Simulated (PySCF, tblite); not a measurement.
# C6H10O2P−: infrared bands and NMR shifts

Wanted: the infrared bands and NMR shifts of C6H10O2P− (`C#C[P@@](=O)([O-])CCCC`), by calculation.

Computed with tblite 0.8.0 and PySCF 2.14.0, with density-fitted response routines of our own, on a single molecule in the gas phase. Atoms are numbered from 0 throughout.

## Step 1: The molecule as given

19 atoms, charge -1, multiplicity 1; geometry from: GFN2-xTB.

Bonds of the start (Å): C0–C1 1.20, C1–P2 1.82, P2–O3 1.49, P2–O4 1.49, P2–C5 1.87, C5–C6 1.52, C6–C7 1.52, C7–C8 1.52, C0–H9 1.05, C5–H10 1.09, C5–H11 1.09, C6–H12 1.09, C6–H13 1.10, C7–H14 1.09, C7–H15 1.09, C8–H16 1.09, C8–H17 1.09, C8–H18 1.09.

## Step 2: Infrared spectrum with GFN2-xTB

Job settings and geometry (Å):

```
{"job": {"kind": "ir", "xc": "GFN2-xTB", "basis": "xTB"}, "charge": -1, "multiplicity": 1}
C      4.389154     0.064655    -0.321037
C      3.233816     0.167800    -0.008814
P      1.556069     0.391527     0.658621
O      1.399713    -0.513986     1.832134
O      1.285991     1.846404     0.821705
C      0.650227    -0.251326    -0.847105
C     -0.797885     0.193375    -0.777318
C     -1.520951    -0.482713     0.380458
C     -2.945963     0.028141     0.552830
H      5.392630    -0.037205    -0.627667
H      0.732463    -1.339279    -0.891367
H      1.133367     0.168562    -1.733278
H     -0.804695     1.274440    -0.613539
H     -1.321550    -0.014313    -1.722711
H     -0.945283    -0.292225     1.286027
H     -1.535802    -1.564869     0.215524
H     -3.527887    -0.130400    -0.356266
H     -2.938529     1.093907     0.771596
H     -3.444687    -0.487096     1.372747
```

**Question.** This job is followed by: GIAO PBE0/pcSseg-1 NMR shielding, non-relativistic, gas phase. Predict these results of the whole session: strongest single infrared mode (GFN2-xTB); zero-point energy (GFN2-xTB); 13C shifts against TMS (PBE0/pcSseg-1); 1H shifts against TMS (PBE0/pcSseg-1, means over atoms taken as alike); 31P shifts against H3PO4 (PBE0/pcSseg-1); 17O shifts against H2O (PBE0/pcSseg-1).

**Answer**, as computed:

```
                                                              quantity                                               value
                             strongest single infrared mode (GFN2-xTB)                               1231 cm⁻¹, 320 km/mol
                                          zero-point energy (GFN2-xTB)                                       92.5 kcal/mol
                                13C shifts against TMS (PBE0/pcSseg-1)             102.2, 74.7, 42.5, 30.6, 28.8, 18.4 ppm
1H shifts against TMS (PBE0/pcSseg-1, means over atoms taken as alike)  3.19, 2.22, 1.20, 1.17, 1.17, 0.96, 0.78, 0.75 ppm
                              31P shifts against H3PO4 (PBE0/pcSseg-1)                                           -21.6 ppm
                                17O shifts against H2O (PBE0/pcSseg-1)                                    189.5, 161.6 ppm
```

**Reading.** No mode is imaginary among the 51: a minimum at this level. The strongest single mode, at 1231 cm⁻¹, is spread over several atoms, P2, O4, O3 among them. Unscaled tight-binding wavenumbers are off by several per cent, some by more. Its intensities can rank the bands wrongly. At PBE0/pcSseg-1: The widest tensor belongs to C1: span 322 ppm, with a paramagnetic part of -186 ppm.
